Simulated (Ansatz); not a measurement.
# BAs (zincblende type): the cost of one run

Program: Ansatz 0.2.0. Level of theory: DFT, LDA, PAW with Ansatz's default frozen-core files, scalar-relativistic. These are calculated values, not measurements.

### Step 1. The system as given

It takes space group F-43m (No. 216, cubic). The conventional cell has a = 4.812 Å, b = 4.812 Å, c = 4.812 Å, α = 90.00°, β = 90.00°, γ = 90.00°. Around B (site symmetry -43m) lie 4 As at 2.08 Å. As (site symmetry -43m) has 4 B at 2.08 Å as nearest neighbours.

Structure file:

```
CELL_PARAMETERS angstrom
0.00000 2.40620 2.40620
2.40620 0.00000 2.40620
2.40620 2.40620 0.00000
ATOMIC_POSITIONS crystal
B 0.00000 0.00000 0.00000
As 0.25000 0.25000 0.25000
```

Whether this phase is the stable one at these pressures isn't tested.

Atoms are numbered in the order of the input: B1, As2.

### Step 2. Cell relaxed at zero pressure, PAW

input.yaml

```yaml
crystal:
  lattice:
    - [0.0, 2.4061959241, 2.4061959241]
    - [2.4061959241, 0.0, 2.4061959241]
    - [2.4061959241, 2.4061959241, 0.0]
  atoms:
    - { symbol: B, position: [0.0, 0.0, 0.0] }
    - { symbol: As, position: [0.25, 0.25, 0.25] }
kpoints:
  mp_grid: { grid: [15, 15, 15] }
scf:
  occupations: { method: fermi_dirac, width: 0.05 }
hamiltonian:
  xc: lda
  pseudopotentials: { kind: paw }
output:
  forces: true
  stress: true
relax:
  f_tol: 0.005
  max_steps: 40
  cell: {}
```

Started as:

```
ansatz run input.yaml --threads 1 --pin off --max-ram 2048MiB --backend cpu --events-out ev --progress --plain --runs-dir out
```

What time and memory should one allow on 1 thread of Arm Neoverse V2, shared host?

About 13 s, with a peak of 0.34 GiB.
